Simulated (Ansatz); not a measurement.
# Zn16S16O: the cost of one run

Method: DFT PBE, scalar-relativistic, plane waves, PAW, in Ansatz 0.2.0.

2 further runs of the same task are left out: 2 set aside as unsound or not needed.

## Step 1: The structure to begin with

The structure is hexagonal, space group P6_3mc (No. 186). The conventional cell has a = 3.846 Å, b = 3.846 Å, c = 12.589 Å, α = 90.00°, β = 90.00°, γ = 120.00°. Zn (site symmetry 3m) has 4 S at 2.36 Å in its first shell of neighbours. S (site symmetry 3m) has 4 Zn at 2.36 Å in its first shell of neighbours.

Structure file:

```
Zn S
1.0
     3.84616    0.00000    0.00000
    -1.92308    3.33087    0.00000
     0.00000    0.00000   12.58869
Zn S
4 4
Direct
  0.66667 0.33333 0.75004
  0.33333 0.66667 0.25004
  0.00000 0.00000 0.50009
  0.00000 0.00000 0.00009
  0.66667 0.33333 0.93761
  0.33333 0.66667 0.43761
  0.00000 0.00000 0.68726
  0.00000 0.00000 0.18726
```

It goes back to an entry of the Materials Project.

It is the result of an earlier relaxation at this level (volume 20.16 Å³/atom; gap on the mesh: 2.05 eV).

The host's static dielectric tensor, from an earlier linear-response run, has a mean of 9.29.

The perfect supercell (rows 2 0 0; -2 -2 0; 0 0 -1 in vectors of this cell) comes from an earlier run at this level (32 atoms, E(σ→0) -67563.3432 eV, gap 2.04 eV on its own mesh).

## Step 2: Making the defect

The extra atom is put at (0.844, 0.688, 0.154) of the supercell, the middle of a void of radius 2.44 Å. A small random displacement (spread 0.06 Å) lets the symmetry of the site break. Its neighbours are 2 S at 2.44 Å, 2 Zn at 2.47 Å, 1 S at 2.62 Å, 1 Zn at 2.65 Å, 1 Zn at 2.84 Å, 1 S at 2.89 Å.

## Step 3: Relaxing the defect, charge 0

The input, input.yaml:

```yaml
crystal:
  lattice:
    - [7.6923103689, -1.0e-10, 0.0]
    - [-3.8461551845, -6.6617361932, 0.0]
    - [0.0, 0.0, -12.5886853856]
  atoms:
    - { symbol: Zn, position: [0.1666666667, 0.3333333333, 0.2499616457] }
    - { symbol: Zn, position: [0.6556257299, 0.3321383602, 0.2438564112] }
    - { symbol: Zn, position: [0.1511299453, 0.8320622263, 0.2542734916] }
    - { symbol: Zn, position: [0.6649086342, 0.829651741, 0.2558044562] }
    - { symbol: Zn, position: [0.8333333333, 0.1666666667, 0.7499616457] }
    - { symbol: Zn, position: [0.3333333333, 0.1666666667, 0.7499616457] }
    - { symbol: Zn, position: [0.8333333333, 0.6666666667, 0.7499616457] }
    - { symbol: Zn, position: [0.3333333333, 0.6666666667, 0.7499616457] }
    - { symbol: Zn, position: [0.5, 0.5, 0.4999144925] }
    - { symbol: Zn, position: [0.0, 0.5, 0.4999144925] }
    - { symbol: Zn, position: [0.5, 1.0, 0.4999144925] }
    - { symbol: Zn, position: [0.0, 1.0, 0.4999144925] }
    - { symbol: Zn, position: [0.5, 0.0, 0.9999144925] }
    - { symbol: Zn, position: [0.0067942278, 0.0044076328, 0.9984653533] }
    - { symbol: Zn, position: [0.5, 0.5, 0.9999144925] }
    - { symbol: Zn, position: [0.0, 0.5, 0.9999144925] }
    - { symbol: S, position: [0.1666666667, 0.3333333333, 0.0623885064] }
    - { symbol: S, position: [0.6604697469, 0.3255052132, 0.0614451004] }
    - { symbol: S, position: [0.1746539473, 0.8443524496, 0.0561274505] }
    - { symbol: S, position: [0.6621200471, 0.8301183201, 0.0630471466] }
    - { symbol: S, position: [0.8333333333, 0.1666666667, 0.5623885064] }
    - { symbol: S, position: [0.3333333333, 0.1666666667, 0.5623885064] }
    - { symbol: S, position: [0.8333333333, 0.6666666667, 0.5623885064] }
    - { symbol: S, position: [0.3333333333, 0.6666666667, 0.5623885064] }
    - { symbol: S, position: [0.5, 0.5, 0.3127363553] }
    - { symbol: S, position: [0.0, 0.5, 0.3127363553] }
    - { symbol: S, position: [0.5, 1.0, 0.3127363553] }
    - { symbol: S, position: [-0.0066525396, 0.9812051695, 0.3129926145] }
    - { symbol: S, position: [0.5, 0.0, 0.8127363553] }
    - { symbol: S, position: [0.0, 0.0, 0.8127363553] }
    - { symbol: S, position: [0.5, 0.5, 0.8127363553] }
    - { symbol: S, position: [0.0, 0.5, 0.8127363553] }
    - { symbol: O, position: [0.8375741452, 0.6915485023, 0.1509479833] }
  host:
    lattice:
      - [3.8461551845, 0.0, 0.0]
      - [-1.9230775922, 3.3308680967, 0.0]
      - [0.0, 0.0, 12.5886853856]
    atoms:
      - { symbol: Zn, position: [0.6666666667, 0.3333333333, 0.7500383543] }
      - { symbol: Zn, position: [0.3333333333, 0.6666666667, 0.2500383543] }
      - { symbol: Zn, position: [0.0, 0.0, 0.5000855075] }
      - { symbol: Zn, position: [0.0, 0.0, 8.55075e-05] }
      - { symbol: S, position: [0.6666666667, 0.3333333333, 0.9376114936] }
      - { symbol: S, position: [0.3333333333, 0.6666666667, 0.4376114936] }
      - { symbol: S, position: [0.0, 0.0, 0.6872636447] }
      - { symbol: S, position: [0.0, 0.0, 0.1872636447] }
basis:
  ecutwfc: 420
  xc_grid: 2
kpoints:
  mp_grid: { grid: [2, 2, 2], shift: [0.0, 0.0, 0.0] }
hamiltonian:
  xc: pbe
scf:
  occupations: { method: gaussian, width: 0.01 }
output:
  forces: true
  stress: false
  eigenvalues: true
  charged_corrections:
    defect_position: [0.84375, 0.6875, 0.15384615]
    epsilon: [[9.1888, 0.0, 0.0], [0.0, 9.1888, 0.0], [0.0, 0.0, 9.4861]]
  write_density: true
  write_potential: true
  elf: true
  volumetric_format: npy
relax:
  adjacent_minimum: "off"
  f_tol: 0.025
  max_steps: 45
```

Started as:

```
ansatz run input.yaml --threads 4 --pin off --max-ram 10240MiB --backend cpu --events-out ev --progress --plain --runs-dir out
```

What time and memory should one allow on 4 threads of Arm Neoverse V2, shared host?

About 6.5 min, with a peak of 2.9 GiB.
